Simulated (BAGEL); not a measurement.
**A workflow on SiH2OF2 (SMILES O[SiH](F)F)**

Wanted: a single-point energy (HF/def2-SV(P)), then the energy (NEVPT2(2,2)/def2-SV(P)), then a single-point energy (CASPT2(2,2)/def2-SV(P)) of SiH2OF2. 

The results are computed with BAGEL 1.2.2.

1 further run of the same task is left out (set aside as unsound or not needed).

## Step 1: The system as given

The species is SiH2OF2 (6 atoms), meant as a singlet with charge 0. As SMILES, `O[SiH](F)F`. One bond was lengthened or shortened from a relaxed shape.

Bond lengths: O1–Si2 1.856 Å, Si2–F3 1.584 Å, Si2–F4 1.584 Å, O1–H5 0.958 Å, Si2–H6 1.463 Å. Angles: O1–Si2–F3 111.2°, O1–Si2–F4 111.2°, F3–Si2–F4 105.5°, O1–Si2–H6 108.6°, F3–Si2–H6 110.2°, F4–Si2–H6 110.2°, Si2–O1–H5 120.9°.

## Step 2: A single-point energy at HF/def2-SV(P) (density fitting with svp-jkfit) (run 1)

calc.json

```json
{ "bagel": [

{
  "title": "molecule",
  "basis": "def2-sv_p_.json",
  "df_basis": "svp-jkfit",
  "angstrom": true,
  "geometry": [
    { "atom": "O", "xyz": [       0.013644,       1.344032,      -0.682650 ] },
    { "atom": "Si", "xyz": [       0.121400,      -0.236200,       0.285200 ] },
    { "atom": "F", "xyz": [       0.731800,      -1.405100,      -0.592400 ] },
    { "atom": "F", "xyz": [      -1.315500,      -0.739700,       0.722100 ] },
    { "atom": "H", "xyz": [      -0.491456,       1.389132,      -1.495750 ] },
    { "atom": "H", "xyz": [       0.954100,      -0.003800,       1.464900 ] }
  ]
},

{ "title": "hf" },

{ "title": "print", "file": "orbitals.molden", "orbitals": true }

]}
```

The basis set def2-SV(P) is read from a file made from the Basis Set Exchange's data (not shown).

On the command line:

```
BAGEL_NUM_THREADS=1 BAGEL calc.json > calc.out
```

Log:

```text
* using 1 threads per process

  ===============================================================
  ===============================================================

  *** Geometry ***

  { "atom" : "O", "xyz" : [      0.025783,      2.539852,     -1.290022 ] },
  { "atom" : "Si", "xyz" : [      0.229413,     -0.446353,      0.538950 ] },
  { "atom" : "F", "xyz" : [      1.382902,     -2.655254,     -1.119474 ] },
  { "atom" : "F", "xyz" : [     -2.485935,     -1.397830,      1.364571 ] },
  { "atom" : "H", "xyz" : [     -0.928717,      2.625079,     -2.826558 ] },
  { "atom" : "H", "xyz" : [      1.802988,     -0.007181,      2.768260 ] },

  Number of auxiliary basis functions:      395

  Since a DF basis is specified, we compute 2- and 3-index integrals:
    o Being stored without compression. Storage requirement is 0.013 GB

  Number of basis functions:       64
  Number of electrons      :       42

    * METHOD: MOLECULE                             0.32

  *** RHF ***

  === Nuclear Repulsion ===
   180.8943342457

      * DIIS with orbital gradients will be used.

  === RHF iteration (def2-sv_p_.json) ===
      0       -563.34518519          0.03129721           0.08
      1       -563.53703687          0.02033369           0.06
      2       -563.66001808          0.00127764           0.06
      3       -563.66078743          0.00048439           0.06
      4       -563.66087433          0.00011905           0.06
      5       -563.66088199          0.00002921           0.06
      6       -563.66088283          0.00000690           0.06
      7       -563.66088288          0.00000121           0.05
      8       -563.66088288          0.00000043           0.06
      9       -563.66088288          0.00000018           0.07
     10       -563.66088288          0.00000006           0.07
     11       -563.66088288          0.00000002           0.07
     12       -563.66088288          0.00000001           0.06
    * SCF iteration converged.

    * Permanent dipole moment:
           (    0.015522,    -0.046551,     0.050508) a.u.

    * METHOD: HF                                   1.05

    * METHOD: PRINT                                0.04

  ===============================================================
```

Wall time 2.2 s (1 thread of AMD EPYC 7R43 (Zen 3), shared host); peak memory 0.14 GiB.

## Step 3: A single-point energy at NEVPT2(2,2)/def2-SV(P) (density fitting with svp-jkfit) (run 2)

input.json

```json
{ "bagel": [

{
  "title": "molecule",
  "basis": "def2-sv_p_.json",
  "df_basis": "svp-jkfit",
  "angstrom": "true",
  "geometry": [
    { "atom": "O", "xyz": [       0.013644,       1.344032,      -0.682650 ] },
    { "atom": "Si", "xyz": [       0.121400,      -0.236200,       0.285200 ] },
    { "atom": "F", "xyz": [       0.731800,      -1.405100,      -0.592400 ] },
    { "atom": "F", "xyz": [      -1.315500,      -0.739700,       0.722100 ] },
    { "atom": "H", "xyz": [      -0.491456,       1.389132,      -1.495750 ] },
    { "atom": "H", "xyz": [       0.954100,      -0.003800,       1.464900 ] }
  ]
},

{
  "title": "hf"
},

{
  "title": "casscf",
  "nstate": 1,
  "nact": 2,
  "nclosed": 20,
  "active": [11, 22],
  "maxiter": 200,
  "natocc": "true"
},

{
  "title": "nevpt2",
  "nstate": 1,
  "nact": 2,
  "nclosed": 20,
  "active": [11, 22],
  "maxiter": 200,
  "natocc": "true",
  "ncore": 8
},

{
  "title": "print",
  "file": "orbitals.molden",
  "orbitals": "true"
}

]}
```

The basis set def2-SV(P) is read from a file made from the Basis Set Exchange's data (not shown).

On the command line:

```
BAGEL_NUM_THREADS=1 BAGEL input.json > input.out
```

Log:

```text
* using 1 threads per process

  ===============================================================
  ===============================================================

  *** Geometry ***

  { "atom" : "O", "xyz" : [      0.025783,      2.539852,     -1.290022 ] },
  { "atom" : "Si", "xyz" : [      0.229413,     -0.446353,      0.538950 ] },
  { "atom" : "F", "xyz" : [      1.382902,     -2.655254,     -1.119474 ] },
  { "atom" : "F", "xyz" : [     -2.485935,     -1.397830,      1.364571 ] },
  { "atom" : "H", "xyz" : [     -0.928717,      2.625079,     -2.826558 ] },
  { "atom" : "H", "xyz" : [      1.802988,     -0.007181,      2.768260 ] },

  Number of auxiliary basis functions:      395

[... 21 lines left out ...]
    * SCF iteration converged.
[... 1 line left out ...]
    * Permanent dipole moment:
[... 27 lines left out ...]
    * Second-order optimization converged. *
[... 1 line left out ...]
     guess   0:   closed 1.                   open ..

  === FCI iteration ===

      0  0      -563.66064219     1.06e-01      0.00
      1  0      -563.68186152     3.00e-03      0.00
      2  0 *    -563.68189023     1.24e-15      0.00

     * ci vector, state   0, <S^2> = 0.0000
       2.     0.9950332727
       .2    -0.0995428867

    * METHOD: CASSCF                               5.04

    * freezing 8 orbitals

  === DF-NEVPT2 calculation ===

    * 3-index integral transformation done
    * assembly done

      NEVPT2 correlation energy:   -0.6202699172      0.12

          (+0)     -0.5472699116
          (+0)'    -0.0351200277
          (+1)     -0.0046979537
          (+1)'    -0.0000000000
          (+2)     -0.0003985665
          (-1)     -0.0282330683
          (-1)'     0.0000000000
          (-2)     -0.0045503894

      NEVPT2 total energy:       -564.3021601452

    * METHOD: NEVPT2                               0.22

    * METHOD: PRINT                                0.03

  ===============================================================
```

Run time: 7.8 s. Hardware: 1 thread of AMD EPYC 7R43 (Zen 3), shared host; peak memory 0.14 GiB.

## Step 4: A single-point energy at CASPT2(2,2)/def2-SV(P) (density fitting with svp-jkfit) (run 3)

input.json

```json
{ "bagel" : [

{
  "title" : "molecule",
  "basis" : "def2-sv_p_.json",
  "df_basis" : "svp-jkfit",
  "angstrom" : true,
  "geometry" : [
    { "atom" : "O", "xyz" : [    0.013644,    1.344032,   -0.682650 ] },
    { "atom" : "Si", "xyz" : [    0.121400,   -0.236200,    0.285200 ] },
    { "atom" : "F", "xyz" : [    0.731800,   -1.405100,   -0.592400 ] },
    { "atom" : "F", "xyz" : [   -1.315500,   -0.739700,    0.722100 ] },
    { "atom" : "H", "xyz" : [   -0.491456,    1.389132,   -1.495750 ] },
    { "atom" : "H", "xyz" : [    0.954100,   -0.003800,    1.464900 ] }
  ]
},
{ "title" : "hf" },
{ "title" : "casscf", "nstate" : 1, "nact" : 2, "nclosed" : 20, "active" : [11, 22], "maxiter" : 200, "natocc" : true },
{ "title" : "print", "file" : "orbitals.molden", "orbitals" : true },
{ "title" : "smith", "method" : "caspt2", "ms" : true, "xms" : true, "sssr" : true, "shift" : 0.2, "shift_imag" : true, "ncore" : 8 }

]}
```

The basis set def2-SV(P) is read from a file made from the Basis Set Exchange's data (not shown).

On the command line:

```
BAGEL_NUM_THREADS=1 BAGEL input.json > input.out
```

Log:

```text
* using 1 threads per process

  ===============================================================
  ===============================================================

  *** Geometry ***

  { "atom" : "O", "xyz" : [      0.025783,      2.539852,     -1.290022 ] },
  { "atom" : "Si", "xyz" : [      0.229413,     -0.446353,      0.538950 ] },
  { "atom" : "F", "xyz" : [      1.382902,     -2.655254,     -1.119474 ] },
  { "atom" : "F", "xyz" : [     -2.485935,     -1.397830,      1.364571 ] },
  { "atom" : "H", "xyz" : [     -0.928717,      2.625079,     -2.826558 ] },
  { "atom" : "H", "xyz" : [      1.802988,     -0.007181,      2.768260 ] },

  Number of auxiliary basis functions:      395

[... 21 lines left out ...]
    * SCF iteration converged.
[... 1 line left out ...]
    * Permanent dipole moment:
[... 27 lines left out ...]
    * Second-order optimization converged. *
[... 9 lines left out ...]
     * ci vector, state   0, <S^2> = 0.0000
[... 16 lines left out ...]
    * Zeroth order energy : state  0       -1.5991908435
[... 4 lines left out ...]
       #      aibj      arbs      arbi      airj      risj      airs      arst      rist         Etot      error   time
[... 10 lines left out ...]
      ------------------------------------------------------------------------------------------------------------------

    * CASPT2 energy : state  0     -564.3021546380
        w/o shift correction       -564.3004271847
        reference weight              0.8702812436

    * METHOD: SMITH                                1.16

  ===============================================================
```

Run time: 8.7 s. Hardware: 1 thread of AMD EPYC 7R43 (Zen 3), shared host; peak memory 0.14 GiB.

## Step 5: Summary of results

```
                                   quantity          value
         run 1, HF/def2-SV(P): total energy  -563.66088 Eh
        run 1, HF/def2-SV(P): dipole moment         0.18 D
          run 1, HF/def2-SV(P): HOMO energy      -13.93 eV
          run 1, HF/def2-SV(P): LUMO energy        4.21 eV
        run 1, HF/def2-SV(P): HOMO–LUMO gap       18.14 eV
run 2, NEVPT2(2,2)/def2-SV(P): total energy  -564.30216 Eh
run 3, CASPT2(2,2)/def2-SV(P): total energy  -564.30215 Eh
```
